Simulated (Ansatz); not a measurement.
**Cl2H6O8Si2Sn: up Jacob's ladder to CCSD(T), part 1 of 2**

Aim: compute Cl2H6O8Si2Sn with functionals from several rungs and with coupled cluster. The yardstick is the atomisation energy at the CCSD(T) limit.

The runs use Ansatz 0.2.0, Gaussian basis; functionals in def2-TZVPP, the program's frozen cores in correlated methods.

Plan: LDA (SPW92), PBE-D4, revPBE-D4, BLYP-D4, r2SCAN-D4, B97M-V, PBE0-D4, B3LYP-D4, r2SCANh-D4, r2SCAN0-D4, HSE06-D4, BHLYP-D4, CAM-B3LYP-D4, LC-ωPBE, ωB97X-V, ωB97M-V, B2PLYP, PBE-QIDH; CCSD(T)/def2-SVP; CCSD(T)/def2-TZVPP; MP2/def2-QZVPP; extrapolation to the limit; RPA on PBE.

### Step 1. The relaxed structure

An earlier PBE0-D4 in a triple-zeta def2 set relaxation fixed the geometry. Sn takes the def2 core potential; no spin-orbit term is included.

SMILES `O[Si](O)(O)[O][Sn]([Cl])([Cl])[O][Si](O)(O)O`, 19 atoms, charge 0, spin multiplicity 1.

Atoms are counted from 1 here; the program's logs count them from 0.

Bond lengths: O1–Si2 1.617 Å, O1–H14 0.957 Å, Si2–O3 1.649 Å, Si2–O4 1.623 Å, Si2–O5 1.641 Å, O3–H15 0.964 Å, O4–H16 0.963 Å, O5–Sn6 1.928 Å, Sn6–Cl7 2.293 Å, Sn6–Cl8 2.276 Å, Sn6–O9 1.932 Å, O9–Si10 1.626 Å, Si10–O11 1.620 Å, Si10–O12 1.631 Å, Si10–O13 1.652 Å, O11–H17 0.958 Å, O12–H18 0.969 Å, O13–H19 0.959 Å. Angles: Si2–O1–H14 118.2°, O1–Si2–O3 112.4°, O1–Si2–O4 106.2°, O1–Si2–O5 110.2°, O3–Si2–O4 109.6°, O3–Si2–O5 107.3°, O4–Si2–O5 111.2°, Si2–O3–H15 115.2°, Si2–O4–H16 116.9°, Si2–O5–Sn6 126.9°, O5–Sn6–Cl7 107.0°, O5–Sn6–Cl8 112.2°, O5–Sn6–O9 109.5°, Cl7–Sn6–Cl8 110.7°, Cl7–Sn6–O9 108.4°, Cl8–Sn6–O9 109.1°, Sn6–O9–Si10 128.0°, O9–Si10–O11 106.3° and more.

### Step 2. LDA

This LDA is Slater exchange with PW92 correlation.

in.yaml reads:

```yaml
crystal:
  periodic: [false, false, false]
  atoms:
    - {symbol: O, position_ang: [-1.984451, 2.614843, -1.579221]}
    - {symbol: Si, position_ang: [-1.020256, 1.513402, -0.891261]}
    - {symbol: O, position_ang: [-0.396490, 0.452439, -1.988313]}
    - {symbol: O, position_ang: [0.186169, 2.342866, -0.190785]}
    - {symbol: O, position_ang: [-1.858896, 0.637406, 0.214408]}
    - {symbol: Sn, position_ang: [-1.177560, -0.111573, 1.855005]}
    - {symbol: Cl, position_ang: [-2.270511, -2.099501, 2.188466]}
    - {symbol: Cl, position_ang: [-1.483824, 1.282742, 3.627072]}
    - {symbol: O, position_ang: [0.709232, -0.479731, 1.660549]}
    - {symbol: Si, position_ang: [1.476344, -1.123387, 0.379610]}
    - {symbol: O, position_ang: [2.675046, -2.034811, 0.977491]}
    - {symbol: O, position_ang: [2.059401, 0.017948, -0.629727]}
    - {symbol: O, position_ang: [0.380976, -1.970823, -0.521825]}
    - {symbol: H, position_ang: [-2.850119, 2.334677, -1.876741]}
    - {symbol: H, position_ang: [-0.591056, -0.476318, -1.818266]}
    - {symbol: H, position_ang: [1.049748, 1.917390, -0.163835]}
    - {symbol: H, position_ang: [3.446622, -2.160768, 0.423387]}
    - {symbol: H, position_ang: [1.513111, 0.163636, -1.417222]}
    - {symbol: H, position_ang: [0.094714, -2.824936, -0.192393]}
basis:
  gaussian: {orbitals: def2-TZVPP}
hamiltonian: {xc: lda}
output: {orbitals: {seedname: orbitals}}
```

On the command line:

```console
$ ansatz run in.yaml --threads 11 --pin off --events-out ev --progress --plain --max-ram 174080MiB --backend cuda --devices 0, --max-vram 75GiB
```

Standard output, cut to the lines that bear on the results:

```text
Functional definition: SPW92
  name "SPW92"
  cite "Dirac, Proc. Camb. Phil. Soc. 26, 376 (1930) doi:10.1017/S0305004100016108"
  cite "Slater, Phys. Rev. 81, 385 (1951) doi:10.1103/PhysRev.81.385"
  cite "Perdew & Wang, Phys. Rev. B 45, 13244 (1992) doi:10.1103/PhysRevB.45.13244"
[...]
3114 factors; their error is unknown
[...]
mean field -62862.25497807 eV, -2310.1452608774 hartree, gradient 5.4e-5 eV, S^2 0.000000; 0 other end points of the search recorded, 0 dependent functions left out
reference -62862.25503533 eV, -2310.1452629815 hartree; 77, 77 occupied and 473, 473 virtual orbitals, 3114 factors
Total energy: -62862.25503533 eV, -2310.1452629815 hartree
```

It took 4.1 s on 1 × H100 with 11 threads of AMD EPYC 7R13, shared host; peak host memory 1.1 GiB.

Atomisation energy: 9180.4 kJ/mol (free atoms -62767.107 eV, run apart). HOMO -7.78 eV, LUMO -3.85 eV.

### Step 3. PBE-D4 (GGA)

in.yaml, as its differences from that of step 2:

```diff
@@ -24,3 +24,3 @@
   gaussian: {orbitals: def2-TZVPP}
-hamiltonian: {xc: lda}
-output: {orbitals: {seedname: orbitals}}
+hamiltonian: {xc: pbe, dispersion: d4}
+output: {forces: true, orbitals: {seedname: orbitals}}
```

The command is unchanged.

Standard output, cut to the lines that bear on the results:

```text
Functional definition: PBE
  name "PBE"
  cite "Perdew, Burke & Ernzerhof, Phys. Rev. Lett. 77, 3865 (1996) doi:10.1103/PhysRevLett.77.3865"
  parent pbe
[...]
3114 factors; their error is unknown
[...]
mean field -63094.94226283 eV, -2318.6963608713 hartree, gradient 5.2e-5 eV, S^2 0.000000; 0 other end points of the search recorded, 0 dependent functions left out
[...]
Atom 15 at     1.049748     1.917390    -0.163835 Å, force     0.392854    -0.215225     0.010344 eV/Å
Atom 16 at     3.446622    -2.160768     0.423387 Å, force     0.352751    -0.058484    -0.245950 eV/Å
Atom 17 at     1.513111     0.163636    -1.417222 Å, force    -0.278712     0.087594    -0.359020 eV/Å
Atom 18 at     0.094714    -2.824936    -0.192393 Å, force    -0.145526    -0.385320     0.145082 eV/Å
Dipole moment:    -0.046945    -0.672340    -0.301825 e Å
```

Run time: 7.5 s. Hardware: 1 × H100 with 11 threads of AMD EPYC 7R13, shared host; peak host memory 1.1 GiB.

With the free atoms at this level, -63013.055 eV in sum, the atomisation energy is 7981.9 kJ/mol. HOMO -7.55 eV, LUMO -3.49 eV.

### Step 4. revPBE-D4 (GGA)

in.yaml, as its differences from that of step 3:

```diff
@@ -24,3 +24,3 @@
   gaussian: {orbitals: def2-TZVPP}
-hamiltonian: {xc: pbe, dispersion: d4}
-output: {forces: true, orbitals: {seedname: orbitals}}
+hamiltonian: {xc: {name: revPBE}, dispersion: d4}
+output: {orbitals: {seedname: orbitals}}
```

Launched as before.

Standard output, cut to the lines that bear on the results:

```text
Functional definition: revPBE
  name "revPBE"
  cite "Zhang & Yang, Phys. Rev. Lett. 80, 890 (1998) doi:10.1103/PhysRevLett.80.890"
  cite "Perdew, Burke & Ernzerhof, Phys. Rev. Lett. 77, 3865 (1996) doi:10.1103/PhysRevLett.77.3865"
[...]
3114 factors; their error is unknown
[...]
mean field -63117.37921729 eV, -2319.5209037393 hartree, gradient 5.0e-5 eV, S^2 0.000000; 0 other end points of the search recorded, 0 dependent functions left out
reference -63117.37929469 eV, -2319.5209065836 hartree; 77, 77 occupied and 473, 473 virtual orbitals, 3114 factors
Total energy: -63119.46960508 eV, -2319.5977240736 hartree
```

Wall time 7.5 s (1 × H100 with 11 threads of AMD EPYC 7R13, shared host); peak host memory 1.1 GiB.

With the free atoms at this level, -63039.549 eV in sum, the atomisation energy is 7711.1 kJ/mol. HOMO -7.47 eV, LUMO -3.36 eV.

### Step 5. BLYP-D4 (GGA)

in.yaml, as its differences from that of step 4:

```diff
@@ -24,3 +24,3 @@
   gaussian: {orbitals: def2-TZVPP}
-hamiltonian: {xc: {name: revPBE}, dispersion: d4}
+hamiltonian: {xc: {name: BLYP}, dispersion: d4}
 output: {orbitals: {seedname: orbitals}}
```

Same command.

Standard output, cut to the lines that bear on the results:

```text
Functional definition: BLYP
  name "BLYP"
  cite "Becke, Phys. Rev. A 38, 3098 (1988) doi:10.1103/PhysRevA.38.3098"
  cite "Lee, Yang & Parr, Phys. Rev. B 37, 785 (1988) doi:10.1103/PhysRevB.37.785"
[...]
3114 factors; their error is unknown
[...]
mean field -63126.12682135 eV, -2319.8423722590 hartree, gradient 6.6e-5 eV, S^2 0.000000; 0 other end points of the search recorded, 0 dependent functions left out
reference -63126.12733873 eV, -2319.8423912724 hartree; 77, 77 occupied and 473, 473 virtual orbitals, 3114 factors
Total energy: -63127.86765998 eV, -2319.9063468986 hartree
```

It took 4.7 s on 1 × H100 with 11 threads of AMD EPYC 7R13, shared host; peak host memory 1.1 GiB.

With the free atoms at this level, -63046.824 eV in sum, the atomisation energy is 7819.6 kJ/mol. HOMO -7.45 eV, LUMO -3.43 eV.

### Step 6. r2SCAN-D4 (meta-GGA)

in.yaml, as its differences from that of step 5:

```diff
@@ -24,3 +24,3 @@
   gaussian: {orbitals: def2-TZVPP}
-hamiltonian: {xc: {name: BLYP}, dispersion: d4}
-output: {orbitals: {seedname: orbitals}}
+hamiltonian: {xc: r2scan, dispersion: d4}
+output: {forces: true, orbitals: {seedname: orbitals}}
```

Launched as before.

Standard output, cut to the lines that bear on the results:

```text
Functional definition: r2SCAN
  name "r2SCAN"
  cite "Furness, Kaplan, Ning, Perdew & Sun, J. Phys. Chem. Lett. 11, 8208 (2020) doi:10.1021/acs.jpclett.0c02405"
  cite "Furness, Kaplan, Ning, Perdew & Sun, J. Phys. Chem. Lett. 11, 9248 (2020) doi:10.1021/acs.jpclett.0c03077"
  parent r2scan
[...]
3114 factors; their error is unknown
[...]
Atom 15 at     1.049748     1.917390    -0.163835 Å, force     0.018776    -0.018981     0.006735 eV/Å
Atom 16 at     3.446622    -2.160768     0.423387 Å, force     0.015359    -0.004670    -0.006612 eV/Å
Atom 17 at     1.513111     0.163636    -1.417222 Å, force    -0.022966     0.019374    -0.012128 eV/Å
Atom 18 at     0.094714    -2.824936    -0.192393 Å, force    -0.018727    -0.031188     0.013157 eV/Å
Dipole moment:    -0.046237    -0.691532    -0.309680 e Å
```

Run time: 6.5 s. Hardware: 1 × H100 with 11 threads of AMD EPYC 7R13, shared host; peak host memory 1.2 GiB.

Atomisation energy: 7896.6 kJ/mol (free atoms -63041.041 eV, run apart). HOMO -7.97 eV, LUMO -3.29 eV.

### Step 7. B97M-V (meta-GGA)

in.yaml, as its differences from that of step 6:

```diff
@@ -24,3 +24,3 @@
   gaussian: {orbitals: def2-TZVPP}
-hamiltonian: {xc: r2scan, dispersion: d4}
-output: {forces: true, orbitals: {seedname: orbitals}}
+hamiltonian: {xc: {name: B97M-V}}
+output: {orbitals: {seedname: orbitals}}
```

Same command.

Standard output, cut to the lines that bear on the results:

```text
Functional definition: B97M-V
  name "B97M-V"
  cite "Mardirossian & Head-Gordon, J. Chem. Phys. 142, 074111 (2015) doi:10.1063/1.4907719"
  cite "Becke, J. Chem. Phys. 107, 8554 (1997) doi:10.1063/1.475007"
  cite "Vydrov & Van Voorhis, J. Chem. Phys. 133, 244103 (2010) doi:10.1063/1.3521275"
  # Of w^i u^j: cxij and so on, Table III.
[...]
  gx(w, u) = cx00 + cx01*u + cx02*u^2 + (cx10 + cx11*u)*w
[...]
  gos(w, u) = cos00 + cos01*u + cos03*u^3 + cos10*w + cos32*w^3*u^2
[...]
      + integral(e_c_pw_mod_opposite_spin*gos(b97_w_opposite, b97_u_opposite)) + vv10(b, c)
3114 factors; their error is unknown
[...]
mean field -63115.75314411 eV, -2319.4611466522 hartree, gradient 4.8e-5 eV, S^2 0.000000; 0 other end points of the search recorded, 0 dependent functions left out
reference -63115.75323266 eV, -2319.4611499061 hartree; 77, 77 occupied and 473, 473 virtual orbitals, 3114 factors
Total energy: -63115.75323266 eV, -2319.4611499061 hartree
```

Wall time 4.6 s (1 × H100 with 11 threads of AMD EPYC 7R13, shared host); peak host memory 1.3 GiB.

Atomisation energy: 7894.1 kJ/mol (free atoms -63033.936 eV, run apart). HOMO -8.05 eV, LUMO -3.21 eV.

### Step 8. PBE0-D4 (hybrid)

in.yaml, as its differences from that of step 7:

```diff
@@ -24,3 +24,3 @@
   gaussian: {orbitals: def2-TZVPP}
-hamiltonian: {xc: {name: B97M-V}}
+hamiltonian: {xc: pbe0, dispersion: d4}
 output: {orbitals: {seedname: orbitals}}
```

Same command.

Standard output, cut to the lines that bear on the results:

```text
Functional definition: PBE0
  name "PBE0"
  cite "Adamo & Barone, J. Chem. Phys. 110, 6158 (1999) doi:10.1063/1.478522"
  cite "Perdew, Burke & Ernzerhof, Phys. Rev. Lett. 77, 3865 (1996) doi:10.1103/PhysRevLett.77.3865"
  parent pbe
[...]
3255 factors; their error is unknown
[...]
mean field -63098.70362085 eV, -2318.8345882288 hartree, gradient 6.2e-5 eV, S^2 0.000000; 0 other end points of the search recorded, 0 dependent functions left out
reference -63098.70366589 eV, -2318.8345898840 hartree; 77, 77 occupied and 473, 473 virtual orbitals, 3255 factors
Total energy: -63099.44007208 eV, -2318.8616523124 hartree
```

Run time: 5.5 s. Hardware: 1 × H100 with 11 threads of AMD EPYC 7R13, shared host; peak host memory 1.1 GiB.

With the free atoms at this level, -63019.054 eV in sum, the atomisation energy is 7756.0 kJ/mol. HOMO -9.30 eV, LUMO -2.56 eV.

### Step 9. B3LYP-D4 (hybrid)

B3LYP here takes the VWN-RPA correlation.

in.yaml, as its differences from that of step 8:

```diff
@@ -24,3 +24,3 @@
   gaussian: {orbitals: def2-TZVPP}
-hamiltonian: {xc: pbe0, dispersion: d4}
-output: {orbitals: {seedname: orbitals}}
+hamiltonian: {xc: {name: B3LYP}, dispersion: d4}
+output: {forces: true, orbitals: {seedname: orbitals}}
```

Same command.

Standard output, cut to the lines that bear on the results:

```text
Functional definition: B3LYP
  name "B3LYP"
  cite "Stephens, Devlin, Chabalowski & Frisch, J. Phys. Chem. 98, 11623 (1994) doi:10.1021/j100096a001"
  cite "Becke, Phys. Rev. A 38, 3098 (1988) doi:10.1103/PhysRevA.38.3098"
  cite "Lee, Yang & Parr, Phys. Rev. B 37, 785 (1988) doi:10.1103/PhysRevB.37.785"
  cite "Vosko, Wilk & Nusair, Can. J. Phys. 58, 1200 (1980) doi:10.1139/p80-159"
[...]
3202 factors; their error is unknown
[...]
Atom 15 at     1.049748     1.917390    -0.163835 Å, force     0.030414     0.047099     0.020172 eV/Å
Atom 16 at     3.446622    -2.160768     0.423387 Å, force     0.052840    -0.035336     0.018897 eV/Å
Atom 17 at     1.513111     0.163636    -1.417222 Å, force     0.052040     0.037654    -0.016770 eV/Å
Atom 18 at     0.094714    -2.824936    -0.192393 Å, force    -0.031903    -0.027389    -0.031469 eV/Å
Dipole moment:    -0.059580    -0.705922    -0.289483 e Å
```

It took 4.2 s on 1 × H100 with 11 threads of AMD EPYC 7R13, shared host; peak host memory 1.5 GiB.

With the free atoms at this level, -63055.007 eV in sum, the atomisation energy is 7773.5 kJ/mol. HOMO -9.01 eV, LUMO -2.87 eV.

### Step 10. r2SCANh-D4 (hybrid)

in.yaml, as its differences from that of step 9:

```diff
@@ -24,3 +24,3 @@
   gaussian: {orbitals: def2-TZVPP}
-hamiltonian: {xc: {name: B3LYP}, dispersion: d4}
-output: {forces: true, orbitals: {seedname: orbitals}}
+hamiltonian: {xc: {name: r2SCANh}, dispersion: d4}
+output: {orbitals: {seedname: orbitals}}
```

The command is unchanged.

Standard output, cut to the lines that bear on the results:

```text
Functional definition: r2SCANh
  name "r2SCANh"
  cite "Bursch, Neugebauer, Ehlert & Grimme, J. Chem. Phys. 156, 134105 (2022) doi:10.1063/5.0086040"
  cite "Furness, Kaplan, Ning, Perdew & Sun, J. Phys. Chem. Lett. 11, 8208 (2020) doi:10.1021/acs.jpclett.0c02405"
  cite "Furness, Kaplan, Ning, Perdew & Sun, J. Phys. Chem. Lett. 11, 9248 (2020) doi:10.1021/acs.jpclett.0c03077"
  parent r2scan
[...]
3129 factors; their error is unknown
[...]
mean field -63121.14448358 eV, -2319.6592747230 hartree, gradient 3.0e-5 eV, S^2 0.000000; 0 other end points of the search recorded, 0 dependent functions left out
reference -63121.14449940 eV, -2319.6592753045 hartree; 77, 77 occupied and 473, 473 virtual orbitals, 3129 factors
Total energy: -63121.39222105 eV, -2319.6683789071 hartree
```

Run time: 4.2 s. Hardware: 1 × H100 with 11 threads of AMD EPYC 7R13, shared host; peak host memory 1.2 GiB.

With the free atoms at this level, -63040.502 eV in sum, the atomisation energy is 7804.7 kJ/mol. HOMO -8.62 eV, LUMO -2.95 eV.

### Step 11. r2SCAN0-D4 (hybrid)

in.yaml, as its differences from that of step 10:

```diff
@@ -24,3 +24,3 @@
   gaussian: {orbitals: def2-TZVPP}
-hamiltonian: {xc: {name: r2SCANh}, dispersion: d4}
+hamiltonian: {xc: {name: r2SCAN0}, dispersion: d4}
 output: {orbitals: {seedname: orbitals}}
```

Launched as before.

Standard output, cut to the lines that bear on the results:

```text
Functional definition: r2SCAN0
  name "r2SCAN0"
  cite "Bursch, Neugebauer, Ehlert & Grimme, J. Chem. Phys. 156, 134105 (2022) doi:10.1063/5.0086040"
  cite "Furness, Kaplan, Ning, Perdew & Sun, J. Phys. Chem. Lett. 11, 8208 (2020) doi:10.1021/acs.jpclett.0c02405"
  cite "Furness, Kaplan, Ning, Perdew & Sun, J. Phys. Chem. Lett. 11, 9248 (2020) doi:10.1021/acs.jpclett.0c03077"
  parent r2scan
[...]
3255 factors; their error is unknown
[...]
mean field -63118.97643522 eV, -2319.5796004155 hartree, gradient 6.6e-5 eV, S^2 0.000000; 0 other end points of the search recorded, 0 dependent functions left out
reference -63118.97644874 eV, -2319.5796009122 hartree; 77, 77 occupied and 473, 473 virtual orbitals, 3255 factors
Total energy: -63119.25014119 eV, -2319.5896589243 hartree
```

Run time: 4.1 s. Hardware: 1 × H100 with 11 threads of AMD EPYC 7R13, shared host; peak host memory 1.2 GiB.

Atomisation energy: 7671.8 kJ/mol (free atoms -63039.738 eV, run apart). HOMO -9.60 eV, LUMO -2.44 eV.

### Step 12. HSE06-D4 (hybrid)

HSE06 is the plane-wave form, built on full-range PBE exchange.

in.yaml, as its differences from that of step 11:

```diff
@@ -24,3 +24,3 @@
   gaussian: {orbitals: def2-TZVPP}
-hamiltonian: {xc: {name: r2SCAN0}, dispersion: d4}
+hamiltonian: {xc: hse06, dispersion: d4}
 output: {orbitals: {seedname: orbitals}}
```

The command is unchanged.

Standard output, cut to the lines that bear on the results:

```text
Functional definition: HSE06
  name "HSE06"
  cite "Heyd, Scuseria & Ernzerhof, J. Chem. Phys. 118, 8207 (2003) doi:10.1063/1.1564060"
  cite "Krukau, Vydrov, Izmaylov & Scuseria, J. Chem. Phys. 125, 224106 (2006) doi:10.1063/1.2404663"
  cite "Heyd & Scuseria, J. Chem. Phys. 120, 7274 (2004) doi:10.1063/1.1668634"
  cite "Ernzerhof & Perdew, J. Chem. Phys. 109, 3313 (1998) doi:10.1063/1.476928"
[...]
3255 factors; their error is unknown
174 factors; integrals over basis functions are off by at most 2.5e-7 eV
[...]
mean field -63097.19609819 eV, -2318.7791877929 hartree, gradient 4.9e-5 eV, S^2 0.000000; 0 other end points of the search recorded, 0 dependent functions left out
reference -63097.19615822 eV, -2318.7791899988 hartree; 77, 77 occupied and 473, 473 virtual orbitals, 3255 factors
Total energy: -63097.89396344 eV, -2318.8048338678 hartree
```

Run time: 9 s. Hardware: 1 × H100 with 11 threads of AMD EPYC 7R13, shared host; peak host memory 1.2 GiB.

Atomisation energy: 7761.3 kJ/mol (free atoms -63017.453 eV, run apart). HOMO -8.89 eV, LUMO -2.93 eV.

### Step 13. BHLYP-D4 (hybrid)

in.yaml, as its differences from that of step 12:

```diff
@@ -24,3 +24,3 @@
   gaussian: {orbitals: def2-TZVPP}
-hamiltonian: {xc: hse06, dispersion: d4}
+hamiltonian: {xc: {name: BHLYP}, dispersion: d4}
 output: {orbitals: {seedname: orbitals}}
```

The command is unchanged.

Standard output, cut to the lines that bear on the results:

```text
Functional definition: BHLYP
  name "BHLYP"
  cite "Becke, J. Chem. Phys. 98, 1372 (1993) doi:10.1063/1.464304"
  cite "Becke, Phys. Rev. A 38, 3098 (1988) doi:10.1103/PhysRevA.38.3098"
  cite "Lee, Yang & Parr, Phys. Rev. B 37, 785 (1988) doi:10.1103/PhysRevB.37.785"
[...]
3562 factors; their error is unknown
[...]
mean field -63121.28051959 eV, -2319.6642739544 hartree, gradient 8.3e-5 eV, S^2 0.000000; 0 other end points of the search recorded, 0 dependent functions left out
reference -63121.28077710 eV, -2319.6642834176 hartree; 77, 77 occupied and 473, 473 virtual orbitals, 3562 factors
Total energy: -63122.41011784 eV, -2319.7057859245 hartree
```

It took 5.5 s on 1 × H100 with 11 threads of AMD EPYC 7R13, shared host; peak host memory 1.1 GiB.

With the free atoms at this level, -63045.042 eV in sum, the atomisation energy is 7464.8 kJ/mol. HOMO -10.98 eV, LUMO -1.55 eV.

### Step 14. CAM-B3LYP-D4 (range-separated)

in.yaml, as its differences from that of step 13:

```diff
@@ -24,3 +24,3 @@
   gaussian: {orbitals: def2-TZVPP}
-hamiltonian: {xc: {name: BHLYP}, dispersion: d4}
+hamiltonian: {xc: {name: CAM-B3LYP}, dispersion: d4}
 output: {orbitals: {seedname: orbitals}}
```

The command is unchanged.

Standard output, cut to the lines that bear on the results:

```text
Functional definition: CAM-B3LYP
  name "CAM-B3LYP"
  cite "Yanai, Tew & Handy, Chem. Phys. Lett. 393, 51 (2004) doi:10.1016/j.cplett.2004.06.011"
  cite "Iikura, Tsuneda, Yanai & Hirao, J. Chem. Phys. 115, 3540 (2001) doi:10.1063/1.1383587"
  cite "Becke, Phys. Rev. A 38, 3098 (1988) doi:10.1103/PhysRevA.38.3098"
  cite "Lee, Yang & Parr, Phys. Rev. B 37, 785 (1988) doi:10.1103/PhysRevB.37.785"
[...]
3202 factors; their error is unknown
665 factors; integrals over basis functions are off by at most 1.0e-5 eV
[...]
mean field -63126.86724120 eV, -2319.8695821867 hartree, gradient 7.7e-5 eV, S^2 0.000000; 0 other end points of the search recorded, 0 dependent functions left out
reference -63126.86742800 eV, -2319.8695890515 hartree; 77, 77 occupied and 473, 473 virtual orbitals, 3202 factors
Total energy: -63127.63624186 eV, -2319.8978424397 hartree
```

It took 4.3 s on 1 × H100 with 11 threads of AMD EPYC 7R13, shared host; peak host memory 1.2 GiB.

With the free atoms at this level, -63046.079 eV in sum, the atomisation energy is 7869.1 kJ/mol. HOMO -10.80 eV, LUMO -1.55 eV.

### Step 15. LC-ωPBE (range-separated)

in.yaml, as its differences from that of step 14:

```diff
@@ -24,3 +24,3 @@
   gaussian: {orbitals: def2-TZVPP}
-hamiltonian: {xc: {name: CAM-B3LYP}, dispersion: d4}
+hamiltonian: {xc: {name: LC-wPBE}}
 output: {orbitals: {seedname: orbitals}}
```

The command is unchanged.

Standard output, cut to the lines that bear on the results:

```text
Functional definition: LC-wPBE
  name "LC-wPBE"
  cite "Vydrov & Scuseria, J. Chem. Phys. 125, 234109 (2006) doi:10.1063/1.2409292"
  cite "Heyd & Scuseria, J. Chem. Phys. 120, 7274 (2004) doi:10.1063/1.1668634"
  cite "Ernzerhof & Perdew, J. Chem. Phys. 109, 3313 (1998) doi:10.1063/1.476928"
  cite "Perdew, Burke & Ernzerhof, Phys. Rev. Lett. 77, 3865 (1996) doi:10.1103/PhysRevLett.77.3865"
  parent pbe
[...]
3114 factors; their error is unknown
878 factors; integrals over basis functions are off by at most 2.2e-5 eV
[...]
mean field -63110.43894578 eV, -2319.2658534656 hartree, gradient 5.2e-5 eV, S^2 0.000000; 0 other end points of the search recorded, 0 dependent functions left out
reference -63110.43894579 eV, -2319.2658534659 hartree; 77, 77 occupied and 473, 473 virtual orbitals, 3114 factors
Total energy: -63110.43894579 eV, -2319.2658534659 hartree
```

Wall time 5 s (1 × H100 with 11 threads of AMD EPYC 7R13, shared host); peak host memory 1.2 GiB.

Atomisation energy: 7785.6 kJ/mol (free atoms -63029.747 eV, run apart). HOMO -12.18 eV, LUMO -0.25 eV.

(Continued in part 2 of 2.)
